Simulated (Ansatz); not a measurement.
**CdPtC6N6: a short molecular-dynamics run**

Aim: set CdPtC6N6 (a distorted structure, 14 atoms, not relaxed) in motion for 20 steps of 0.5 fs at constant energy, with velocities drawn for 1200 K, and see how temperature, energy and positions respond.

Method: DFT PBE, plane waves, PAW, scalar-relativistic, no spin polarisation, in Ansatz 0.2.0.

## 1. The structure to begin with

The cell holds 14 atoms (C6CdN6Pt): a = 7.930 Å, b = 7.580 Å, c = 7.822 Å, α = 58.74°, β = 58.91°, γ = 59.41°.

Structure file:

```xyz
14
Lattice="-0.0125 5.6723 5.5410 5.3679 0.1790 5.3495 5.4741 5.5870 0.0727" Properties=species:S:1:pos:R:3 pbc="T T T"
Pt   10.8104   11.4046   10.9452
Cd    5.4357    5.6854    5.3742
N     5.4016    5.6794    3.1369
N     5.4298    5.7764    7.8755
N     3.1382    5.7141    5.3904
N     7.8354    5.7608    5.4216
N     5.3263    3.4162    5.3776
N     5.3488    8.0437    5.5333
C     5.4612    5.6673    2.1429
C     5.3799    5.9150    8.8477
C     2.0125    5.6928    5.4978
C     8.8740    5.7554    5.4629
C     5.3763    2.3096    5.4508
C     5.4696    9.1733    5.6065
```

## 2. Dynamics

input.yaml reads:

```yaml
crystal:
  lattice:
    - [-0.0125215, 5.67229347, 5.54102638]
    - [5.36785802, 0.17898659, 5.34951829]
    - [5.47411704, 5.58704439, 0.07272757]
  atoms:
    - { symbol: Pt, position: [0.9971404, 0.99962524, 0.99687166] }
    - { symbol: Cd, position: [0.485485, 0.49483246, 0.50886132] }
    - { symbol: "N", position: [0.28838714, 0.27795618, 0.7148446] }
    - { symbol: "N", position: [0.71737911, 0.72528669, 0.28233813] }
    - { symbol: "N", position: [0.70066355, 0.27779064, 0.30247933] }
    - { symbol: "N", position: [0.27583926, 0.71786638, 0.72806103] }
    - { symbol: "N", position: [0.29411108, 0.69666318, 0.29052456] }
    - { symbol: "N", position: [0.71731842, 0.28181144, 0.70241251] }
    - { symbol: C, position: [0.19310822, 0.18952358, 0.81222978] }
    - { symbol: C, position: [0.82106109, 0.80075376, 0.19946079] }
    - { symbol: C, position: [0.8118344, 0.18426365, 0.18881194] }
    - { symbol: C, position: [0.18356752, 0.81993587, 0.81749053] }
    - { symbol: C, position: [0.19767246, 0.8116394, 0.18669503] }
    - { symbol: C, position: [0.81316602, 0.19474814, 0.81006896] }
kpoints:
  mp_grid: { grid: [3, 3, 3] }
magnetization:
  spin_polarized: false
scf:
  occupations: { method: fermi_dirac, width: 0.1 }
hamiltonian:
  pseudopotentials: { kind: paw }
  xc: pbe
basis:
  ecutwfc: 420
md:
  timestep: 0.5
  n_steps: 20
  ensemble: nve
  temperature: 1200.0
  initial_velocities: maxwell_boltzmann
  seed: 34234
```

The run is started by

```sh
> ansatz run input.yaml --threads 2 --pin off --max-ram 2560MiB --backend cpu --events-out ev --progress --plain --runs-dir out
```

Log, cut to the lines that bear on the results:

```text
Warning: md: disabling space-group detection — thermal motion breaks the input geometry's symmetry, so no spatial operation reduces the k-mesh or symmetrises the density; time reversal is kept, so that k and −k are solved as one point where they differ and the mesh holds both, and exact [...]
Warning: RAYON_NUM_THREADS=2 ignored (pool sized by the plan → 2); use --threads N
[...]
Pseudopotentials: kind: paw
Pseudopotential: Pt, paw, valence charge 18, recommended cutoff 420 eV (normal), Pt.paw.azcp
Pseudopotential: Cd, paw, valence charge 20, recommended cutoff 420 eV (normal), Cd.paw.azcp
Pseudopotential: N, paw, valence charge 5, recommended cutoff 420 eV (normal), N.paw.azcp
Pseudopotential: C, paw, valence charge 4, recommended cutoff 420 eV (normal), C.paw.azcp
Functional definition: PBE
[...]
Crystal: 14 atoms, lattice volume = 325.015 Å³
Basis set: ecut = 420 eV, 6347 PW (Γ), exchange–correlation on 108×108×108 points (8 copies of the dense FFT grid, shifted against one another)
Bands: 60, of which v1, the nominal top of the filled ones, is band 46 counted from 1 (45 counted from 0)
Symmetry: 1 space group operations
k-points: 14 of 27 (time reversal used)
[...]
SCF iter   1: F=—  HF=-24575.729329 eV  |F-HF|=—  |Δ(HF+E_count)|=         —  Δρ=6.46e-3  dr2=1.70e-1  ethr=1.77e-3  ⟨swp⟩=5.9  Hψ=3447  notcnv=0  defer=11
[...]
md step     0: t =     0.00 fs  T =  1200.0 K  F+E_penalty+E_count = -24575.76690625 eV  E_kin = 2.016456 eV  conserved = -24573.75045027 eV  (10 SCF iters)
[...]
md step     1: t =     0.50 fs  T =  1433.7 K  F+E_penalty+E_count = -24576.17169331 eV  E_kin = 2.409116 eV  conserved = -24573.76257758 eV  (9 SCF iters)
[...]
SCF iter   5: F=—  HF=-24577.353316 eV  |F-HF|=—  |Δ(HF+E_count)|=   1.19e-5  Δρ=9.89e-5  dr2=3.70e-5  ethr=1.58e-7  ⟨swp⟩=2.0  Hψ=1330  notcnv=0
```

## 3. The log goes on

The log, continued, cut to the lines that bear on the results:

```text
SCF iter   6: F=—  HF=-24577.353316 eV  |F-HF|=—  |Δ(HF+E_count)|=   6.16e-7  Δρ=2.50e-5  dr2=2.91e-6  ethr=4.02e-8  ⟨swp⟩=2.1  Hψ=1267  notcnv=0
[...]
md step     2: t =     1.00 fs  T =  2119.4 K  F+E_penalty+E_count = -24577.35320257 eV  E_kin = 3.561442 eV  conserved = -24573.79176095 eV  (9 SCF iters)
[...]
md step     6: t =     3.00 fs  T =  4481.4 K  F+E_penalty+E_count = -24581.36675485 eV  E_kin = 7.530474 eV  conserved = -24573.83628120 eV  (5 SCF iters)
[...]
md step    10: t =     5.00 fs  T =  2797.6 K  F+E_penalty+E_count = -24578.49582323 eV  E_kin = 4.700977 eV  conserved = -24573.79484608 eV  (10 SCF iters)
[...]
md step    14: t =     7.00 fs  T =  1017.3 K  F+E_penalty+E_count = -24575.48834908 eV  E_kin = 1.709368 eV  conserved = -24573.77898076 eV  (5 SCF iters)
[...]
NSCF: frozen V_eff on 14 k-points
[...]
SCF converged after 10 iterations
Free energy (F): -24578.030481 eV
[...]
E sigma→0 (E₀):  -24578.030481 eV
Entropy (-TS):   -0.000000 eV (-0.000 meV/atom)
Fermi energy:    0.583527 eV
[...]
--- Forces (eV/Å), atoms counted from 1 ---
  atom   1  Pt     1.07117087     3.35649469     4.52065386
  atom   2  Cd    -0.71006249     0.35386079     1.56913460
  atom   3  N      0.86210763     0.92328991   -13.22775679
  atom   4  N     -1.36267997     1.39767855     9.98893755
  atom   5  N      2.61682413     0.13656703    -0.00276426
  atom   6  N     10.89014804     1.48872906    -0.90668348
  atom   7  N     -0.17656246    -3.98183074     0.41323826
  atom   8  N     -0.01684047     1.08331770    -0.12285535
[...]
--- Band table (eV; the first three rows and the last of 14) ---
[...]
--- MD trajectory: 20 steps, t = 0.0 → 10.0 fs ---
  final state: T = 2521.5 K   F+E_penalty+E_count = -24578.03048079 eV   E_kin = 4.237148 eV
  conserved energy: peak-to-peak 9.145e-2 eV (6.532e-3 eV/atom) over 10.0 fs
```

It took 1.7 min on 2 threads of an x86-64 CPU, shared host; peak memory 0.87 GiB.

## 4. Frames and traces

The trajectory, every 2 steps (energies from step 0); msd is the mean square displacement from the start, the centre of mass held:

```csv
time (fs),T (K),potential energy change (meV/atom),total energy change (meV/atom),msd C (Å²),msd N (Å²),msd Cd (Å²),msd Pt (Å²)
0.0,1200,0.0,0.00,0.000,0.000,0.000,0.000
1.0,2119,-113.3,-2.95,0.000,0.000,0.000,0.000
2.0,3786,-316.7,-6.25,0.002,0.001,0.000,0.000
3.0,4481,-400.0,-6.13,0.006,0.003,0.000,0.000
4.0,3948,-334.4,-4.56,0.011,0.007,0.000,0.000
5.0,2798,-194.9,-3.17,0.018,0.012,0.001,0.000
6.0,1682,-60.2,-2.36,0.023,0.017,0.001,0.001
7.0,1017,19.9,-2.04,0.027,0.021,0.001,0.001
8.0,976,24.8,-2.09,0.029,0.023,0.001,0.001
9.0,1537,-42.8,-2.43,0.028,0.024,0.002,0.001
10.0,2522,-161.7,-3.06,0.027,0.024,0.002,0.001
```

time (fs), T (K) and a bar:
```
      0.0       1200 ##
      0.5       1434 ####
      1.0       2119 ##########
      1.5       2996 #################
      2.0       3786 ########################
      2.5       4305 #############################
      3.0       4481 ##############################
      3.5       4338 #############################
      4.0       3948 ##########################
      4.5       3405 #####################
      5.0       2798 ################
      5.5       2203 ###########
      6.0       1682 ######
      6.5       1277 ###
      7.0       1017 #
      7.5        916 
      8.0        976 #
      8.5       1189 ##
      9.0       1537 #####
      9.5       1993 #########
     10.0       2522 ##############
```

Pair distribution over the second half of the run:

```csv
r (Å),g N–N,g N–C,g C–C
0.68,0.00,0.00,0.00
0.84,0.00,0.00,0.00
1.00,0.00,0.00,0.00
1.16,0.00,8.02,0.00
1.32,0.00,7.72,0.00
1.48,0.00,1.25,0.00
1.64,0.00,0.00,0.00
1.80,0.00,0.00,0.00
1.96,0.00,0.00,0.00
2.12,0.00,0.00,0.00
2.28,0.00,0.00,0.00
2.44,0.00,0.00,0.00
2.60,0.00,0.00,5.09
2.76,0.00,0.00,7.53
2.92,1.31,0.00,3.46
```

First peaks of g(r), and the mean number of second-named atoms round a first-named one up to the next minimum:

```csv
pair,peak (Å),height,minimum (Å),neighbours
N–C,1.24,9.5,1.56,1.0
C–C,2.76,7.5,-,-
```

## 5. Snapshots as a file

Positions (Å) and forces (eV/Å):

```xyz
14
Lattice="-0.013 5.672 5.541 5.368 0.179 5.350 5.474 5.587 0.073" Properties=species:S:1:pos:R:3:forces:R:3 pbc="T T T" time_fs=1.5 T=2996 dE=-3.0876
Pt   10.810   11.401   10.940    1.526    2.492    2.311
Cd    5.437    5.687    5.380    0.371    0.331    0.775
N     5.411    5.677    3.165   -0.972    0.159   19.298
N     5.448    5.768    7.861    1.059   -1.975  -17.429
N     3.162    5.720    5.386   -1.348    0.098    0.290
N     7.820    5.752    5.431  -20.564   -0.343   -0.184
N     5.323    3.420    5.371    0.016    4.221    0.027
N     5.344    8.040    5.544    0.104   -1.553    0.004
C     5.476    5.685    2.127    0.939   -0.712  -20.568
C     5.380    5.914    8.902   -1.188    1.346   16.327
C     1.998    5.714    5.487    0.838   -0.372   -0.274
C     8.858    5.776    5.447   19.472    0.033    0.028
C     5.362    2.300    5.446   -0.054   -6.242   -0.365
C     5.454    9.180    5.600   -0.199    2.516   -0.240
14
Lattice="-0.013 5.672 5.541 5.368 0.179 5.350 5.474 5.587 0.073" Properties=species:S:1:pos:R:3:forces:R:3 pbc="T T T" time_fs=3.0 T=4481 dE=-5.5998
Pt   10.811   11.398   10.935    1.466    2.772    3.344
Cd    5.438    5.689    5.387    0.366    0.374    1.043
N     5.419    5.675    3.223    0.164    0.304   -0.040
N     5.468    5.756    7.819   -0.214    0.600    1.708
N     3.184    5.725    5.382   -4.861    0.173    0.522
N     7.774    5.743    5.440   -7.623   -0.156    0.115
N     5.320    3.431    5.365    0.096    0.100    0.282
N     5.340    8.033    5.554    0.222    0.400    0.062
C     5.493    5.702    2.075   -0.234   -0.918   -0.720
C     5.378    5.915    8.985    0.122   -1.216   -4.904
C     1.985    5.734    5.477    4.523   -0.564   -0.442
C     8.876    5.797    5.430    6.299   -0.274   -0.145
C     5.348    2.280    5.440   -0.080   -1.962   -0.582
C     5.438    9.190    5.593   -0.247    0.366   -0.244
14
Lattice="-0.013 5.672 5.541 5.368 0.179 5.350 5.474 5.587 0.073" Properties=species:S:1:pos:R:3:forces:R:3 pbc="T T T" time_fs=4.5 T=3405 dE=-3.7581
Pt   10.811   11.395   10.930    1.655    2.814    4.763
Cd    5.439    5.691    5.394    0.225    0.436    1.394
N     5.428    5.673    3.282    0.725    0.596  -10.136
N     5.487    5.744    7.779   -0.905    1.540    9.678
N     3.198    5.731    5.378   -6.578    0.275    0.583
N     7.716    5.734    5.449    3.743    0.491   -0.086
N     5.318    3.441    5.359    0.087   -3.686    0.493
N     5.336    8.027    5.565    0.281    2.239    0.062
C     5.509    5.717    2.021   -0.800   -1.216   10.052
C     5.376    5.914    9.062    0.882   -2.079  -15.628
C     1.979    5.753    5.465    6.417   -0.763   -0.441
C     8.906    5.818    5.414   -5.477   -1.008    0.191
C     5.334    2.256    5.433   -0.016    2.077   -0.744
C     5.421    9.202    5.585   -0.239   -1.716   -0.181
14
Lattice="-0.013 5.672 5.541 5.368 0.179 5.350 5.474 5.587 0.073" Properties=species:S:1:pos:R:3:forces:R:3 pbc="T T T" time_fs=5.5 T=2203 dE=-1.7236
Pt   10.811   11.393   10.928    1.791    2.760    5.678
Cd    5.440    5.693    5.398    0.060    0.468    1.605
N     5.434    5.672    3.314    0.860    0.723  -12.999
N     5.500    5.738    7.760   -1.124    1.700   11.543
N     3.202    5.736    5.376   -6.727    0.332    0.550
N     7.680    5.729    5.455    8.079    0.869   -0.303
N     5.316    3.446    5.355    0.040   -5.392    0.571
N     5.334    8.025    5.572    0.274    3.060    0.030
C     5.519    5.726    1.993   -0.928   -1.326   13.284
C     5.376    5.911    9.098    1.153   -2.173  -19.187
C     1.982    5.765    5.457    6.609   -0.875   -0.370
C     8.921    5.831    5.403   -9.965   -1.427    0.492
C     5.325    2.241    5.428    0.067    3.969   -0.790
C     5.410    9.208    5.580   -0.189   -2.688   -0.105
14
Lattice="-0.013 5.672 5.541 5.368 0.179 5.350 5.474 5.587 0.073" Properties=species:S:1:pos:R:3:forces:R:3 pbc="T T T" time_fs=7.0 T=1017 dE=0.2786
Pt   10.812   11.391   10.924    1.839    2.746    6.437
Cd    5.442    5.695    5.405   -0.245    0.483    1.798
N     5.444    5.672    3.344    0.919    0.835  -14.614
N     5.517    5.731    7.746   -1.305    1.714   12.360
N     3.200    5.742    5.374   -5.436    0.367    0.418
N     7.636    5.721    5.464   11.183    1.250   -0.589
N     5.313    3.445    5.350   -0.054   -6.553    0.598
N     5.331    8.026    5.582    0.205    3.449   -0.042
C     5.533    5.737    1.972   -0.983   -1.424   15.097
C     5.377    5.904    9.123    1.388   -2.140  -21.410
C     1.995    5.781    5.444    5.203   -0.990   -0.186
C     8.929    5.847    5.387  -12.873   -1.859    0.879
C     5.311    2.226    5.418    0.215    5.352   -0.779
C     5.393    9.213    5.572   -0.054   -3.227    0.032
14
Lattice="-0.013 5.672 5.541 5.368 0.179 5.350 5.474 5.587 0.073" Properties=species:S:1:pos:R:3:forces:R:3 pbc="T T T" time_fs=8.5 T=1189 dE=-0.0122
Pt   10.813   11.389   10.921    1.591    2.964    5.996
Cd    5.443    5.697    5.413   -0.535    0.444    1.785
N     5.456    5.674    3.352    0.919    0.904  -14.664
N     5.532    5.727    7.751   -1.416    1.642   12.071
N     3.189    5.750    5.373   -2.208    0.307    0.215
N     7.609    5.716    5.472   11.935    1.455   -0.798
N     5.311    3.434    5.347   -0.139   -6.091    0.538
N     5.328    8.032    5.593    0.096    2.752   -0.107
C     5.545    5.745    1.978   -1.015   -1.532   14.815
C     5.381    5.893    9.110    1.490   -2.123  -20.525
C     2.018    5.796    5.431    1.658   -1.013    0.067
C     8.913    5.861    5.374  -12.861   -2.130    1.153
C     5.297    2.220    5.408    0.357    4.977   -0.701
C     5.375    9.213    5.564    0.127   -2.557    0.155
14
Lattice="-0.013 5.672 5.541 5.368 0.179 5.350 5.474 5.587 0.073" Properties=species:S:1:pos:R:3:forces:R:3 pbc="T T T" time_fs=10.0 T=2522 dE=-2.2636
Pt   10.814   11.387   10.919    1.071    3.356    4.521
Cd    5.444    5.700    5.420   -0.710    0.354    1.569
N     5.469    5.676    3.337    0.862    0.923  -13.228
N     5.545    5.725    7.775   -1.363    1.398    9.989
N     3.175    5.758    5.372    2.617    0.137   -0.003
N     7.601    5.712    5.478   10.890    1.489   -0.907
N     5.308    3.414    5.344   -0.177   -3.982    0.413
N     5.325    8.042    5.603   -0.017    1.083   -0.123
C     5.556    5.751    2.011   -1.032   -1.632   12.652
C     5.387    5.878    9.061    1.364   -1.976  -16.162
C     2.044    5.809    5.418   -3.576   -0.923    0.334
C     8.875    5.871    5.362  -10.714   -2.241    1.294
C     5.284    2.223    5.396    0.459    2.827   -0.573
C     5.358    9.208    5.556    0.324   -0.812    0.222
```

## 6. Summary of results

| quantity | value |
| --- | --- |
| length | 20 steps of 0.5 fs |
| temperature, first and last step | 1200 and 2522 K |
| temperature, second half | mean 1646 K, from 916 to 2798 K |
| potential energy, second half | -56 meV/atom from the start |
| largest change of the total energy | 6.53 meV/atom |
| mean square displacement, second half | C 0.026, N 0.020, Cd 0.001, Pt 0.001 Å² |

In words: The temperature starts at 1200 K and averages 1646 K in the second half, where it ranges from 916 to 2798 K; the start was no minimum (force components up to 36.1 eV/Å), and the potential energy that it sheds (56 meV/atom) turns into motion. The total energy strays from its start by at most 6.53 meV/atom, 2.3 % of the mean kinetic energy, fair for a step of 0.5 fs. No atom gets farther than 0.28 Å from its start, with the drift of the whole removed, against a typical spacing of 1.1 Å. Averages from a run of 10 fs with 14 atoms are rough.
